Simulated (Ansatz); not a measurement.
Working through the interaction energy of a dimer with the counterpoise correction of H₄SSi₂, SMILES [SiH2]1[SiH2]S1

Computed with Ansatz's Python interface.

Interactive session:
```pycon
>>> import ansatz as az
>>> FIRST = [
...     ("Si", (-0.8773, -0.1618, -0.6504)),
...     ("Si", (0.7797, 0.4797, 0.6464)),
...     ("S", (0.4305, -1.5635, 0.0812)),
...     ("H", (-2.1951, -0.3472, -0.0747)),
...     ("H", (-0.796, -0.0367, -2.1592)),
...     ("H", (0.5802, 0.6573, 2.1108)),
...     ("H", (2.0783, 0.972, 0.0456)),
... ]
>>> SECOND = [
...     ("Si", (0.7448, 1.2406, -5.5037)),
...     ("Si", (1.064, 2.2588, -3.5801)),
...     ("S", (0.4103, 3.2603, -5.365)),
...     ("H", (1.8841, 0.972, -6.3595)),
...     ("H", (-0.5285, 0.4686, -5.7893)),
...     ("H", (2.4173, 2.7335, -3.1814)),
...     ("H", (-0.0307, 2.2873, -2.5358)),
... ]
>>> def energy(atoms, ghosts=()):
...     molecule = az.Crystal.molecule()
...     for symbol, xyz in atoms:
...         molecule = molecule.atom(symbol, xyz)
...     calc = (
...         molecule.calculation()
...         .basis(gaussian="cc-pVDZ")
...         .correlation("mp2")
...     )
...     deck = calc.input()
...     if ghosts:
...         deck = deck.set(az.key.basis.gaussian.ghost_atoms, [{"symbol": s, "position_ang": list(xyz)} for s, xyz in ghosts])
...     return az.Session.from_dict(deck).plan().execute().report["free_energy_ev"]
...
>>> # monomers in their own basis and in the basis of the dimer
>>> both = energy(FIRST + SECOND)

>>> alone = energy(FIRST) + energy(SECOND)
>>> ghosted = energy(FIRST, SECOND) + energy(SECOND, FIRST)
>>> print(f"dimer {both:.6f} eV")
dimer -53228.382785 eV
>>> print(f"interaction, uncorrected   {(both - alone):8.3f} eV")
interaction, uncorrected     -0.017 eV
>>> print(f"interaction, counterpoise  {(both - ghosted):8.3f} eV")
interaction, counterpoise     0.018 eV
>>> print(f"basis-set superposition    {(alone - ghosted):8.3f} eV")
basis-set superposition       0.034 eV
```

Uncorrected it is -0.017 eV, with the counterpoise correction 0.018 eV; the difference, 0.04 eV, is the superposition error. The sign changes with the correction, so this basis doesn't settle it.

Caveats:
- Total energies depend on the basis set; only differences at equal settings carry meaning.
- The dimer is a generated trial pose of unrelaxed monomers, not a minimum, so the figure is no binding energy, and the basis set is small.
- Hardware and time: 14 s on 1 thread of Intel(R) Xeon(R) 6975P-C (Granite Rapids), with other jobs on the host, peak memory 0.45 GiB.

(Lines on the test bed's own set-up are left out of the output.)
